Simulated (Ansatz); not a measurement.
**F2H4O4W: up Jacob's ladder to CCSD(T)**

An exercise on one series of results from a longer session: the logs are not shown, and one member is left open.

Computed with Ansatz 0.2.0, Gaussian basis. Level: functionals in def2-TZVPP, the program's frozen cores in correlated methods.

Levels to be run: LDA (SPW92), PBE-D4, revPBE-D4, BLYP-D4, r2SCAN-D4, B97M-V, PBE0-D4, B3LYP-D4, r2SCANh-D4, r2SCAN0-D4, HSE06-D4, BHLYP-D4, CAM-B3LYP-D4, LC-ωPBE, ωB97X-V, ωB97M-V, B2PLYP, PBE-QIDH; CCSD(T)/def2-SVP; MP2/def2-TZVPP; MP2/def2-QZVPP; RPA on PBE.

### The geometry

All runs share one geometry, relaxed beforehand with PBE0-D4 in a triple-zeta def2 set. W takes the def2 core potential; no spin-orbit term is included.

SMILES `[OH][W]([OH])([OH])([OH])([F])[F]`, 11 atoms, charge 0, spin multiplicity 1.

Atoms are counted from 1 here; the program's logs count them from 0.

Bond lengths: O1–W2 1.865 Å, O1–H8 0.961 Å, W2–O3 1.877 Å, W2–O4 1.884 Å, W2–O5 1.873 Å, W2–F6 1.894 Å, W2–F7 1.914 Å, O3–H9 0.962 Å, O4–H10 0.960 Å, O5–H11 0.960 Å. Angles: W2–O1–H8 124.3°, O1–W2–O3 98.6°, O1–W2–O4 163.3°, O1–W2–O5 90.8°, O1–W2–F6 92.6°, O1–W2–F7 81.9°, O3–W2–O4 98.0°, O3–W2–O5 89.5°, O3–W2–F6 83.1°, O3–W2–F7 169.9°, O4–W2–O5 89.5°, O4–W2–F6 89.2°, O4–W2–F7 81.7°, O5–W2–F6 172.3°, O5–W2–F7 100.6°, F6–W2–F7 86.8°, W2–O3–H9 120.2°, W2–O4–H10 121.8° and more.

Set-up of the first run:

Contents of in.yaml:

```yaml
crystal:
  periodic: [false, false, false]
  atoms:
    - {symbol: O, position_ang: [-1.357836, -1.072441, 0.900610]}
    - {symbol: W, position_ang: [-0.043911, -0.015505, 0.104437]}
    - {symbol: O, position_ang: [1.466062, -1.001083, 0.627251]}
    - {symbol: O, position_ang: [0.846430, 1.344504, -0.848707]}
    - {symbol: O, position_ang: [-0.143872, -1.030116, -1.466565]}
    - {symbol: F, position_ang: [0.296695, 0.923943, 1.713454]}
    - {symbol: F, position_ang: [-1.529147, 1.165470, -0.144713]}
    - {symbol: H, position_ang: [-2.282246, -0.821608, 0.975210]}
    - {symbol: H, position_ang: [1.926133, -0.785437, 1.443776]}
    - {symbol: H, position_ang: [0.418164, 2.177073, -1.062727]}
    - {symbol: H, position_ang: [0.403518, -0.884800, -2.242027]}
basis:
  gaussian: {orbitals: def2-TZVPP}
hamiltonian: {xc: lda}
output: {orbitals: {seedname: orbitals}}
```

On the command line:

```
ansatz run in.yaml --threads 8 --pin off --events-out ev --progress --plain --max-ram 20889MiB
```

Steps of the session up to this table: LDA; PBE-D4 (GGA); revPBE-D4 (GGA); BLYP-D4 (GGA); r2SCAN-D4 (meta-GGA); B97M-V (meta-GGA); B3LYP-D4 (hybrid); r2SCANh-D4 (hybrid); r2SCAN0-D4 (hybrid); HSE06-D4 (hybrid); BHLYP-D4 (hybrid); CAM-B3LYP-D4 (range-separated); LC-ωPBE (range-separated); ωB97X-V (range-separated); ωB97M-V (range-separated); B2PLYP (double hybrid); PBE-QIDH (double hybrid).

One table of the session follows, with a row left open; its other results are not shown here.

It belongs to the step «Orbital energies across the functionals». 

```
  functional  HOMO (eV)  LUMO (eV)  gap (eV)
 LDA (SPW92)      -7.98      -3.49      4.49
      PBE-D4      -7.76      -3.27      4.49
   revPBE-D4      -7.67      -3.18      4.49
     BLYP-D4      -7.68      -3.21      4.47
   r2SCAN-D4      -8.18      -3.27      4.91
      B97M-V      -8.28      -3.25      5.03
     PBE0-D4      -9.52      -2.63      6.88
    B3LYP-D4      -9.25      -2.88      6.38
  r2SCANh-D4      -8.84      -3.02      5.82
  r2SCAN0-D4      -9.82      -2.62      7.20
    HSE06-D4          ?          ?         ?
    BHLYP-D4     -11.23      -1.85      9.38
CAM-B3LYP-D4     -11.02      -1.60      9.43
     LC-ωPBE     -12.33      -0.38     11.95
     ωB97X-V     -12.00      -0.48     11.52
     ωB97M-V     -11.94      -0.51     11.43
```

**Question.** Estimate the row for HSE06-D4.

The run gave: HOMO (eV): -9.10; LUMO (eV): -3.01; gap (eV): 6.09. In the column «HOMO (eV)» it lies between B3LYP-D4 (-9.25) and r2SCANh-D4 (-8.84).
